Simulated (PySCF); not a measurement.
**H9NOSi3: geometry, spin-spin couplings**

Aim: predict the spin-spin couplings of H9NOSi3 (`O[SiH2]N([SiH3])[SiH3]`).

Computed with PySCF 2.14.0, with density-fitted response routines of our own, on a single molecule in the gas phase. Atoms count from 0, in the outputs and in this text.

## Step 1: The starting structure

14 atoms, charge 0, multiplicity 1; geometry from: GFN2-xTB. The atoms were then displaced at random by about 0.01 Å, so the start is not that level's minimum.

Bonds of the start (Å): O0–Si1 1.63, Si1–N2 1.74, N2–Si3 1.76, N2–Si4 1.72, O0–H5 0.92, Si1–H6 1.47, Si1–H7 1.46, Si3–H8 1.46, Si3–H9 1.44, Si3–H10 1.50, Si4–H11 1.48, Si4–H12 1.46, Si4–H13 1.47.

## Step 2: Relaxing the molecule at PBE0-D3(BJ)/def2-SVP

What the job is given:

```
{"job": {"xc": "PBE0", "basis": "def2-SVP", "d3": "d3bj", "grid": 1, "shake": 0.01, "kind": "geom"}, "charge": 0, "multiplicity": 1}
O      2.305260    -0.137660    -0.497770
Si     1.015210    -1.063540    -0.124690
N     -0.311270     0.056930     0.011280
Si     0.101170     1.769690    -0.078370
Si    -1.857420    -0.629040     0.337780
H      3.135720    -0.496000    -0.663280
H      1.284330    -1.746520     1.147600
H      0.775830    -2.016420    -1.198430
H      1.005280     2.143890     1.005270
H      0.614110     2.073490    -1.385380
H     -1.216450     2.455240     0.130910
H     -1.848590    -1.226960     1.691280
H     -2.155940    -1.653690    -0.655270
H     -2.854390     0.455500     0.271310
```

Started as:

```console
> OMP_NUM_THREADS=1 python probes_run.py task.json out
```

One launch serves the whole session: the jobs run in the order shown.

Log:

```text
step   0  E = -1003.06561318  max force = 0.043463
step   1  E = -1003.07333362  max force = 0.011815
step   2  E = -1003.07383864  max force = 0.002693
step   3  E = -1003.07388320  max force = 0.000725
step   4  E = -1003.07390824  max force = 0.000934
step   5  E = -1003.07397016  max force = 0.001844
step   6  E = -1003.07408628  max force = 0.002593
step   7  E = -1003.07401998  max force = 0.008370
step   8  E = -1003.07436817  max force = 0.004079
step   9  E = -1003.07452625  max force = 0.003884
step  10  E = -1003.07475344  max force = 0.002597
step  11  E = -1003.07515517  max force = 0.003259
step  12  E = -1003.07529746  max force = 0.002586
step  13  E = -1003.07552455  max force = 0.001184
step  14  E = -1003.07555504  max force = 0.000601
step  15  E = -1003.07557718  max force = 0.000451
step  16  E = -1003.07559355  max force = 0.000492
step  17  E = -1003.07560489  max force = 0.000698
step  18  E = -1003.07561868  max force = 0.000841
step  19  E = -1003.07562593  max force = 0.000826
step  20  E = -1003.07565704  max force = 0.001034
step  21  E = -1003.07573329  max force = 0.000995
step  22  E = -1003.07580027  max force = 0.001064
step  23  E = -1003.07596744  max force = 0.001671
step  24  E = -1003.07619666  max force = 0.002431
step  25  E = -1003.07635563  max force = 0.001802
step  26  E = -1003.07645878  max force = 0.001280
step  27  E = -1003.07649283  max force = 0.000763
step  28  E = -1003.07651284  max force = 0.000602
step  29  E = -1003.07653101  max force = 0.000365
step  30  E = -1003.07653854  max force = 0.000308
optimisation converged
```

Wall time 4.4 min (1 thread of Intel Xeon Platinum 8259CL at 2.50GHz, shared host); peak memory 0.51 GiB.

Relaxation path: (the energy doesn't fall at every step)

```tsv
step	energy from step 0 (eV)	largest force component (eV/Å)
0	0.0000	2.2350
1	-0.2101	0.6076
2	-0.2238	0.1385
3	-0.2250	0.0373
4	-0.2257	0.0480
5	-0.2274	0.0948
6	-0.2306	0.1333
7	-0.2288	0.4304
8	-0.2382	0.2098
9	-0.2425	0.1997
10	-0.2487	0.1335
11	-0.2597	0.1676
12	-0.2635	0.1330
13	-0.2697	0.0609
14	-0.2705	0.0309
15	-0.2711	0.0232
16	-0.2716	0.0253
17	-0.2719	0.0359
18	-0.2723	0.0432
19	-0.2725	0.0425
20	-0.2733	0.0532
21	-0.2754	0.0512
22	-0.2772	0.0547
23	-0.2818	0.0859
24	-0.2880	0.1250
25	-0.2923	0.0927
26	-0.2951	0.0658
27	-0.2961	0.0392
28	-0.2966	0.0310
29	-0.2971	0.0188
30	-0.2973	0.0158
```

Close pairs (by a distance rule), those that changed most:

```tsv
bond	before (Å)	after (Å)	change (Å)
Si3–H9	1.437	1.491	+0.055
O0–H5	0.919	0.961	+0.041
O0–Si1	1.631	1.668	+0.037
Si4–H12	1.458	1.494	+0.036
Si1–H7	1.455	1.489	+0.034
Si3–H8	1.460	1.494	+0.034
N2–Si4	1.723	1.752	+0.030
Si1–H6	1.469	1.498	+0.029
```

The final coordinates are the input of the step that follows.

```tsv
at the end point	value
point group (found at 0.08 Å tolerance)	C1
rotational constants (GHz, main isotopes)	3.057, 1.835, 1.225
dipole moment (D)	1.47
```

## Step 3: J couplings: B3LYP/cc-pVTZ

What the job is given:

```
{"job": {"kind": "j", "xc": "B3LYP", "basis": "cc-pVTZ"}, "charge": 0, "multiplicity": 1}
O      1.982786    -0.746940    -1.216051
Si     0.817007    -1.403638    -0.219411
N     -0.302613    -0.106255     0.071953
Si     0.336381     1.534686     0.002685
Si    -2.011695    -0.345329     0.376514
H      2.899989    -0.873457    -0.959673
H      1.491956    -1.892334     1.024910
H      0.100135    -2.536434    -0.868159
H      1.646453     1.620617     0.714764
H      0.502270     2.038367    -1.391201
H     -0.655805     2.406903     0.705261
H     -2.380821     0.019084     1.778655
H     -2.326180    -1.788544     0.155130
H     -2.835801     0.493622    -0.546539
```

Method: B3LYP/cc-pVTZ indirect spin-spin coupling, non-relativistic, gas phase.

Log:

```text
coarse grid: 12600 points
cycle   1  E = -1003.9701474494  dE =  1.682e-01  |g| = 9.287e-01  |ddm| = 6.703e+00
cycle   2  E = -1003.6121012939  dE =  3.580e-01  |g| = 1.618e+00  |ddm| = 2.825e+00
cycle   3  E = -1004.1195298002  dE = -5.074e-01  |g| = 1.014e-01  |ddm| = 1.890e+00
cycle   4  E = -1004.1217053892  dE = -2.176e-03  |g| = 3.358e-02  |ddm| = 1.778e-01
cycle   5  E = -1004.1218616507  dE = -1.563e-04  |g| = 1.662e-02  |ddm| = 5.673e-02
cycle   6  E = -1004.1219163728  dE = -5.472e-05  |g| = 3.767e-03  |ddm| = 2.299e-02
cycle   7  E = -1004.1219196580  dE = -3.285e-06  |g| = 5.436e-04  |ddm| = 6.303e-03
final grid: 106328 points
cycle   8  E = -1004.1276128525  dE = -2.754e-05  |g| = 2.805e-03  |ddm| = 6.112e-02
cycle   9  E = -1004.1276103876  dE =  2.465e-06  |g| = 4.389e-03  |ddm| = 9.819e-03
cycle  10  E = -1004.1276143042  dE = -3.917e-06  |g| = 4.577e-04  |ddm| = 5.602e-03
cycle  11  E = -1004.1276143462  dE = -4.193e-08  |g| = 1.662e-04  |ddm| = 7.577e-04
cycle  12  E = -1004.1276143510  dE = -4.892e-09  |g| = 6.082e-05  |ddm| = 2.592e-04
cycle  13  E = -1004.1276143517  dE = -6.100e-10  |g| = 1.574e-05  |ddm| = 8.235e-05
converged SCF energy = -1004.1276143517

Indirect spin-spin couplings (Hz)
  i      j    bonds     total        FC       PSO       DSO        SD
  0 O    1 Si   1    -19.758   -14.203    -6.249     0.048     0.646
  0 O    2 N    2      2.329     2.324    -0.058     0.003     0.059
  0 O    3 Si   3      2.334     2.174     0.105     0.016     0.039
  0 O    4 Si   3      1.216     1.334    -0.069    -0.030    -0.020
  0 O    5 H    1    -66.364   -52.815   -13.119    -0.430         -
  0 O    6 H    2     -1.860    -2.221     0.190     0.171         -
  0 O    7 H    2     -8.493    -8.716     0.043     0.180         -
  0 O    8 H    4     -1.196    -1.174     0.083    -0.104         -
  0 O    9 H    4     -0.315    -0.272     0.071    -0.115         -
  0 O   10 H    4     -0.623    -0.736    -0.074     0.187         -
  0 O   11 H    4     -1.654    -1.753    -0.065     0.164         -
  0 O   13 H    4      0.181     0.126    -0.045     0.101         -
  1 Si   2 N    1     10.936    13.430    -2.803     0.065     0.244
  1 Si   3 Si   2     -1.846    -1.835     0.124    -0.005    -0.130
  1 Si   4 Si   2      4.345     4.355     0.088    -0.008    -0.091
  1 Si   5 H    2     -0.022    -1.237     0.793     0.460    -0.039
  1 Si   6 H    1   -173.830  -174.573     1.119    -0.382     0.006
  1 Si   7 H    1   -198.091  -198.844     1.199    -0.385    -0.061
  1 Si   8 H    3     -1.517    -1.573     0.063    -0.033     0.027
  1 Si   9 H    3      0.466     0.385    -0.049     0.112     0.019
  1 Si  10 H    3     -6.014    -6.070    -0.199     0.285    -0.029
  1 Si  11 H    3     -2.899    -2.955    -0.106     0.168    -0.006
  1 Si  12 H    3     -5.924    -5.946     0.093    -0.108     0.037
  1 Si  13 H    3     -4.295    -4.383    -0.118     0.212    -0.006
  2 N    3 Si   1      6.367     8.082    -2.181     0.057     0.409
  2 N    4 Si   1      7.767     9.662    -2.310     0.055     0.359
  2 N    5 H    3     -1.126    -1.173    -0.145     0.198    -0.006
  2 N    6 H    2     -5.001    -5.111     0.050     0.050     0.011
  2 N    7 H    2     -7.451    -7.578     0.088     0.027     0.012
  2 N    8 H    2     -3.287    -3.315    -0.023     0.034     0.017
  2 N    9 H    2     -2.918    -2.942    -0.041     0.048     0.018
  2 N   10 H    2     -4.961    -4.973    -0.018     0.010     0.020
  2 N   11 H    2     -3.721    -3.752    -0.029     0.045     0.015
  2 N   12 H    2     -4.139    -4.169    -0.014     0.023     0.021
  2 N   13 H    2     -4.078    -4.110    -0.023     0.039     0.017
  3 Si   4 Si   2     -0.372    -0.376     0.121    -0.011    -0.106
  3 Si   6 H    3      0.368     0.288    -0.071     0.128     0.022
  3 Si   7 H    3     -2.910    -2.986    -0.187     0.294    -0.031
  3 Si   8 H    1   -170.693  -171.390     0.935    -0.273     0.037
  3 Si   9 H    1   -181.041  -181.786     1.022    -0.259    -0.019
  3 Si  10 H    1   -155.935  -156.560     0.813    -0.267     0.079
  3 Si  11 H    3     -0.401    -0.486    -0.013     0.059     0.039
  3 Si  12 H    3    -10.080   -10.173    -0.170     0.300    -0.037
  3 Si  13 H    3     -2.022    -2.080     0.026    -0.007     0.038
  4 Si   5 H    4     -0.460    -0.510    -0.233     0.324    -0.042
  4 Si   6 H    3     -0.361    -0.437    -0.075     0.137     0.014
  4 Si   7 H    3     -2.026    -2.080     0.038    -0.041     0.057
  4 Si   8 H    3     -5.307    -5.393    -0.150     0.258    -0.022
  4 Si   9 H    3     -0.056    -0.147    -0.079     0.157     0.012
  4 Si  10 H    3     -4.465    -4.465     0.065    -0.093     0.029
  4 Si  11 H    1   -170.250  -170.968     0.924    -0.232     0.027
  4 Si  12 H    1   -164.044  -164.701     0.856    -0.248     0.049
  4 Si  13 H    1   -169.509  -170.205     0.900    -0.238     0.035
  5 H    6 H    3      0.899     0.777    -0.106     0.227         -
  5 H    7 H    3      0.976     1.817     1.704    -2.546         -
  5 H    8 H    5      0.253    -0.111    -0.134     0.499         -
  5 H   10 H    5     -0.745    -0.083     0.903    -1.565         -
  5 H   12 H    5     -0.430     0.010     0.920    -1.359         -
  5 H   13 H    5     -0.460    -0.042     0.941    -1.358         -
  6 H    7 H    2     26.260    27.316     0.569    -1.625         -
  6 H    8 H    4      0.159    -0.087    -0.191     0.438         -
  6 H   10 H    4     -0.676    -0.192     0.515    -0.998         -
  6 H   11 H    4     -0.452    -0.339     0.171    -0.284         -
  6 H   13 H    4      0.313     1.050     0.706    -1.443         -
  7 H    8 H    4     -1.048    -0.242     0.755    -1.560         -
  7 H    9 H    4     -0.688    -0.279     0.493    -0.903         -
  7 H   10 H    4      0.797     1.453     0.737    -1.393         -
  7 H   11 H    4     -0.713    -0.182     0.473    -1.004         -
  7 H   12 H    4      0.693    -0.185    -0.822     1.701         -
  8 H    9 H    2     11.698    12.748     0.635    -1.686         -
  8 H   10 H    2      5.570     6.595     0.636    -1.660         -
  8 H   11 H    4     -0.188     0.104     0.318    -0.610         -
  8 H   12 H    4      1.932     2.561     0.692    -1.321         -
  8 H   13 H    4     -1.057    -0.308     0.645    -1.394         -
  9 H   10 H    2     11.076    12.081     0.653    -1.658         -
  9 H   11 H    4     -0.846    -0.195     0.590    -1.241         -
  9 H   13 H    4      0.470     0.353    -0.059     0.177         -
 10 H   11 H    4      0.381    -0.118    -0.395     0.894         -
 10 H   13 H    4      0.955     0.526    -0.313     0.743         -
 11 H   12 H    2      8.289     9.335     0.707    -1.753         -
 11 H   13 H    2     13.247    14.238     0.701    -1.692         -
 12 H   13 H    2      6.289     7.371     0.709    -1.790         -
```

Wall time 84 s (1 thread of Intel Xeon Platinum 8259CL at 2.50GHz, shared host); peak memory 1.1 GiB.

This basis has no tight s functions, so the Fermi-contact terms are rough.

A choice of the couplings up to four bonds, sorted by the number of bonds, with means over like pairs; isotopes 1H, 15N, 17O, 29Si:

```tsv
pair	bonds	J (Hz)	Fermi contact (Hz)	dihedral (°)
Si1–H6	1	-186.0	-186.7	–
Si3–H8	1	-168.6	-169.3	–
O0–H5	1	-66.4	-52.8	–
O0–Si1	1	-19.8	-14.2	–
Si1–N2	1	10.9	13.4	–
N2–Si3	1	7.1	8.9	–
H6–H7	2	26.3	27.3	–
H8–H9	2	9.4	10.4	–
N2–H6	2	-6.2	-6.3	–
O0–H6	2	-5.2	-5.5	–
N2–H8	2	-3.9	-3.9	–
O0–N2	2	2.3	2.3	–
Si1–Si3	2	1.2	1.3	–
Si3–H11	3	-3.7	-3.8	–
Si1–H8	3	-3.4	-3.4	–
O0–Si3	3	1.8	1.8	–
Si3–H6	3	-1.2	-1.3	–
N2–H5	3	-1.1	-1.2	130
```

The spin-dipole term was solved for some atoms only; pairs without it lack that part.

The response was solved for the nuclei of H, N, Si alone, so couplings that need other nuclei can be missing.

Quadrupole couplings from the field gradients of the same density:

```tsv
atom	isotope	eQq/h (MHz)	η
O0	17O	-8.452	0.51
N2	14N	-2.533	0.11
```

## Step 4: Spin-spin couplings: B3LYP/6-31G*

Same as in step 3 but for these lines:

```diff
@@ -1,2 +1,2 @@
-{"job": {"kind": "j", "xc": "B3LYP", "basis": "cc-pVTZ"}, "charge": 0, "multiplicity": 1}
+{"job": {"kind": "j", "xc": "B3LYP", "basis": "6-31G*"}, "charge": 0, "multiplicity": 1}
 O      1.982786    -0.746940    -1.216051
```

Method: B3LYP/6-31G* indirect spin-spin coupling, non-relativistic, gas phase.

Log:

```text
coarse grid: 12600 points
cycle   1  E = -1003.8849138111  dE =  1.872e-01  |g| = 8.542e-01  |ddm| = 3.214e+00
cycle   2  E = -1003.5898087510  dE =  2.951e-01  |g| = 1.453e+00  |ddm| = 1.927e+00
cycle   3  E = -1004.0262487489  dE = -4.364e-01  |g| = 6.716e-02  |ddm| = 1.415e+00
cycle   4  E = -1004.0273984695  dE = -1.150e-03  |g| = 2.222e-02  |ddm| = 1.084e-01
cycle   5  E = -1004.0274942275  dE = -9.576e-05  |g| = 1.123e-02  |ddm| = 2.642e-02
cycle   6  E = -1004.0275213447  dE = -2.712e-05  |g| = 2.295e-03  |ddm| = 1.138e-02
cycle   7  E = -1004.0275227591  dE = -1.414e-06  |g| = 2.404e-04  |ddm| = 2.824e-03
final grid: 106328 points
cycle   8  E = -1003.9541225228  dE = -7.470e-06  |g| = 2.630e-03  |ddm| = 1.283e-02
cycle   9  E = -1003.9541196415  dE =  2.881e-06  |g| = 4.478e-03  |ddm| = 6.481e-03
cycle  10  E = -1003.9541241930  dE = -4.551e-06  |g| = 2.812e-04  |ddm| = 3.896e-03
cycle  11  E = -1003.9541242119  dE = -1.890e-08  |g| = 1.011e-04  |ddm| = 3.793e-04
cycle  12  E = -1003.9541242135  dE = -1.651e-09  |g| = 4.512e-05  |ddm| = 1.114e-04
cycle  13  E = -1003.9541242139  dE = -4.247e-10  |g| = 4.818e-06  |ddm| = 4.114e-05
converged SCF energy = -1003.9541242139

Indirect spin-spin couplings (Hz)
  i      j    bonds     total        FC       PSO       DSO        SD
  0 O    1 Si   1    -11.077    -6.384    -5.220     0.050     0.477
  0 O    2 N    2      2.932     2.937    -0.056     0.004     0.047
  0 O    3 Si   3      1.778     1.637     0.089     0.016     0.036
  0 O    4 Si   3      1.190     1.303    -0.063    -0.030    -0.021
  0 O    5 H    1    -81.679   -69.695   -11.429    -0.555         -
  0 O    6 H    2     -2.715    -3.060     0.185     0.160         -
  0 O    7 H    2     -8.145    -8.376     0.056     0.174         -
  0 O    8 H    4     -1.335    -1.319     0.088    -0.104         -
  0 O    9 H    4     -0.361    -0.348     0.098    -0.111         -
  0 O   10 H    4     -0.456    -0.613    -0.029     0.186         -
  0 O   11 H    4     -1.611    -1.734    -0.040     0.163         -
  0 O   13 H    4      0.220     0.138    -0.019     0.101         -
  1 Si   2 N    1     15.337    17.352    -2.269     0.066     0.188
  1 Si   3 Si   2     -1.454    -1.364     0.021    -0.005    -0.106
  1 Si   4 Si   2      3.922     3.991     0.005    -0.008    -0.065
  1 Si   5 H    2     -0.630    -1.850     0.852     0.448    -0.080
  1 Si   6 H    1   -193.732  -193.909     0.995    -0.410    -0.408
  1 Si   7 H    1   -216.628  -216.706     0.959    -0.414    -0.467
  1 Si   8 H    3     -0.951    -1.114     0.168    -0.035     0.030
  1 Si   9 H    3      0.525     0.317     0.081     0.110     0.017
  1 Si  10 H    3     -5.514    -5.702    -0.064     0.282    -0.030
  1 Si  11 H    3     -2.430    -2.531    -0.059     0.166    -0.005
  1 Si  12 H    3     -4.920    -4.881     0.031    -0.110     0.041
  1 Si  13 H    3     -3.542    -3.714    -0.032     0.209    -0.006
  2 N    3 Si   1     10.606    12.033    -1.796     0.058     0.312
  2 N    4 Si   1     12.462    14.023    -1.890     0.056     0.273
  2 N    5 H    3     -1.038    -1.131    -0.097     0.195    -0.005
  2 N    6 H    2     -5.022    -5.121     0.057     0.047    -0.004
  2 N    7 H    2     -7.216    -7.336     0.088     0.024     0.008
  2 N    8 H    2     -3.116    -3.146    -0.009     0.030     0.009
  2 N    9 H    2     -3.134    -3.152    -0.031     0.044     0.004
  2 N   10 H    2     -4.596    -4.608    -0.010     0.006     0.016
  2 N   11 H    2     -3.887    -3.911    -0.021     0.042     0.003
  2 N   12 H    2     -3.666    -3.701    -0.003     0.019     0.019
  2 N   13 H    2     -4.196    -4.225    -0.013     0.036     0.007
  3 Si   4 Si   2     -0.167    -0.094     0.023    -0.011    -0.085
  3 Si   6 H    3      0.335     0.183     0.005     0.126     0.021
  3 Si   7 H    3     -2.663    -2.844    -0.078     0.291    -0.032
  3 Si   8 H    1   -192.964  -193.182     0.916    -0.302    -0.396
  3 Si   9 H    1   -207.648  -207.895     0.990    -0.288    -0.455
  3 Si  10 H    1   -177.033  -177.210     0.837    -0.294    -0.366
  3 Si  11 H    3     -0.362    -0.500     0.045     0.057     0.036
  3 Si  12 H    3     -9.086    -9.279    -0.064     0.297    -0.040
  3 Si  13 H    3     -1.541    -1.637     0.068    -0.009     0.037
  4 Si   5 H    4     -0.279    -0.428    -0.129     0.322    -0.043
  4 Si   6 H    3     -0.212    -0.358    -0.003     0.135     0.013
  4 Si   7 H    3     -1.628    -1.715     0.075    -0.043     0.056
  4 Si   8 H    3     -4.542    -4.729    -0.047     0.256    -0.022
  4 Si   9 H    3      0.070    -0.100     0.003     0.155     0.012
  4 Si  10 H    3     -3.365    -3.396     0.092    -0.095     0.034
  4 Si  11 H    1   -194.773  -195.034     0.933    -0.261    -0.411
  4 Si  12 H    1   -184.994  -185.168     0.839    -0.275    -0.390
  4 Si  13 H    1   -192.980  -193.210     0.900    -0.267    -0.403
  5 H    6 H    3      0.459     0.494    -0.301     0.266         -
  5 H    7 H    3      0.297     1.749     1.046    -2.497         -
  5 H    8 H    5      0.319    -0.077    -0.114     0.510         -
  5 H    9 H    5     -0.331    -0.079     0.589    -0.841         -
  5 H   10 H    5     -1.046    -0.067     0.566    -1.544         -
  5 H   12 H    5     -0.712     0.013     0.619    -1.344         -
  5 H   13 H    5     -0.757    -0.054     0.640    -1.343         -
  6 H    7 H    2     27.710    29.166     0.095    -1.552         -
  6 H    8 H    4      0.209    -0.072    -0.165     0.446         -
  6 H    9 H    4     -0.395     0.546     0.407    -1.348         -
  6 H   10 H    4     -0.920    -0.235     0.298    -0.984         -
  6 H   11 H    4     -0.549    -0.348     0.072    -0.274         -
  6 H   12 H    4     -0.176     0.040     0.034    -0.251         -
  7 H    8 H    4     -1.320    -0.230     0.452    -1.542         -
  7 H    9 H    4     -0.924    -0.323     0.288    -0.890         -
  7 H   10 H    4      0.532     1.446     0.464    -1.377         -
  7 H   11 H    4     -0.935    -0.194     0.245    -0.987         -
  7 H   12 H    4      1.305     0.130    -0.521     1.696         -
  7 H   13 H    4     -0.233     0.210     0.129    -0.571         -
  8 H    9 H    2     11.902    13.392     0.120    -1.609         -
  8 H   10 H    2      5.039     6.522     0.103    -1.586         -
  8 H   11 H    4     -0.302     0.137     0.158    -0.597         -
  8 H   12 H    4      1.575     2.456     0.425    -1.306         -
  8 H   13 H    4     -1.335    -0.324     0.365    -1.376         -
  9 H   10 H    2     11.152    12.605     0.129    -1.582         -
  9 H   11 H    4     -1.105    -0.206     0.325    -1.224         -
  9 H   12 H    4     -0.424     0.343     0.336    -1.103         -
  9 H   13 H    4      0.531     0.426    -0.081     0.186         -
 10 H   11 H    4      0.692     0.068    -0.275     0.898         -
 10 H   12 H    4     -0.385     0.672     0.361    -1.417         -
 10 H   13 H    4      1.348     0.835    -0.240     0.753         -
 11 H   12 H    2      8.042     9.555     0.164    -1.676         -
 11 H   13 H    2     13.653    15.092     0.177    -1.617         -
 12 H   13 H    2      5.910     7.468     0.157    -1.716         -
```

It took 22 s on 1 thread of Intel Xeon Platinum 8259CL at 2.50GHz, shared host; peak memory 0.62 GiB.

This basis has no tight s functions, so the Fermi-contact terms are rough.

Key values: J(Si1,H6) -205.2 Hz, J(Si3,H8) -191.7 Hz, J(O0,H5) -81.7 Hz (means over like pairs).

## Step 5: Comparing the runs: spin-spin couplings

Couplings (Hz), each a mean over the pairs like the one named, with basis size and wall time:

```tsv
run	Si1–H6	Si3–H8	O0–H5	H6–H7	O0–Si1	Si1–N2	H8–H9	functions	time
B3LYP/cc-pVTZ	-186.0	-168.6	-66.4	26.3	-19.8	10.9	9.4	288	84 s
B3LYP/6-31G*	-205.2	-191.7	-81.7	27.7	-11.1	15.3	9.3	100	22 s
```

## Step 6: Results

```
                                     quantity                       value
                                  point group                          C1
         rotational constants (main isotopes)        3.06, 1.84, 1.22 GHz
largest coupling of the table (B3LYP/cc-pVTZ)  ¹J(Si,H) Si1–H6, -186.0 Hz
     range of J(Si1,H6), mean over like pairs         -205.2 to -186.0 Hz
```

In words: Relaxing lowered the energy by 0.297 eV in 30 steps; the close pair that moved most is Si3–H9, from 1.437 to 1.491 Å. Of the pairs tabulated at B3LYP/cc-pVTZ, Si1–H6 (mean over like pairs) couples most strongly (-186.0 Hz; Fermi contact -186.7 Hz). Couplings across rotatable bonds belong to this one conformer; where others are populated, the observed values are averages. The coupling Si1–H6, as a mean over pairs of its kind, runs from -205.2 Hz (B3LYP/6-31G*) to -186.0 Hz (B3LYP/cc-pVTZ). Couplings from bases without tight functions are rough.
